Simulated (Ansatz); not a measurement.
# Ge2Sb2Te5: the cost of one run

Computed with Ansatz 0.2.0 (DFT r2SCAN+rVV10, scalar-relativistic, plane waves, PAW, unless a step's input says otherwise).

## (1) Starting point

It takes space group P-3m1 (No. 164, trigonal). Conventional cell: a = 4.225 Å, b = 4.225 Å, c = 17.240 Å, α = 90.00°, β = 90.00°, γ = 120.00°. Te (site symmetry -3m) is surrounded by 6 Ge at 3.05 Å. Ge (site symmetry 3m) is surrounded by 6 Te at 2.99 to 3.05 Å. Te (site symmetry 3m) has 3 Ge at 2.99 Å and 3 Sb at 3.20 Å in its first shell of neighbours. Around Sb (site symmetry 3m) lie 6 Te at 2.90 to 3.20 Å. Te (site symmetry 3m) is surrounded by 3 Sb at 2.90 Å.

Coordinates:

```cif
data_structure
_symmetry_space_group_name_H-M 'P-3m1'
_symmetry_Int_Tables_number 164
_cell_length_a 4.2250
_cell_length_b 4.2250
_cell_length_c 17.2400
_cell_angle_alpha 90.000
_cell_angle_beta 90.000
_cell_angle_gamma 120.000
_cell_volume 266.51
loop_
_atom_site_label
_atom_site_type_symbol
_atom_site_symmetry_multiplicity
_atom_site_Wyckoff_symbol
_atom_site_fract_x
_atom_site_fract_y
_atom_site_fract_z
_atom_site_occupancy
Te1 Te 1 a 0.00000 0.00000 0.00000 1
Ge1 Ge 2 d 0.66667 0.33333 0.10610 1
Te2 Te 2 d 0.33333 0.66667 0.20650 1
Sb1 Sb 2 c 0.00000 0.00000 0.32650 1
Te3 Te 2 d 0.66667 0.33333 0.41730 1
```

## (2) Relaxing cell and atoms: Ge2Sb2Te5, no spin

The input, input.yaml:

```yaml
crystal:
  lattice:
    - [4.225, 0.0, 0.0]
    - [-2.1125, 3.658957331, 0.0]
    - [0.0, 0.0, 17.24]
  atoms:
    - { symbol: Te, position: [0.0, 0.0, 0.0] }
    - { symbol: Ge, position: [0.6666666667, 0.3333333333, 0.1061] }
    - { symbol: Ge, position: [0.3333333333, 0.6666666667, 0.8939] }
    - { symbol: Te, position: [0.3333333333, 0.6666666667, 0.2065] }
    - { symbol: Te, position: [0.6666666667, 0.3333333333, 0.7935] }
    - { symbol: Sb, position: [0.0, 0.0, 0.3265] }
    - { symbol: Sb, position: [0.0, 0.0, 0.6735] }
    - { symbol: Te, position: [0.6666666667, 0.3333333333, 0.4173] }
    - { symbol: Te, position: [0.3333333333, 0.6666666667, 0.5827] }
scf:
  occupations: { method: gaussian, width: 0.02 }
  n_extra_bands: 8
output:
  forces: true
  stress: true
  eigenvalues: true
  write_density: true
  write_potential: true
  elf: true
  volumetric_format: npy
kpoints:
  mp_grid: { grid: [10, 10, 2] }
hamiltonian:
  xc: r2scan
  dispersion: rvv10
relax:
  f_tol: 0.003
  max_steps: 80
  cell: { stress_tol: 0.03 }
```

On the command line:

```bash
> ansatz run input.yaml --threads 8 --pin off --max-ram 24576MiB --backend cpu --events-out ev --progress --plain --runs-dir out
```

**Question.** How long does this run take on 8 threads of AMD EPYC 9R14 (Zen 4), shared host, and how much memory does it need?

About 75 s, with a peak of 2.6 GiB.
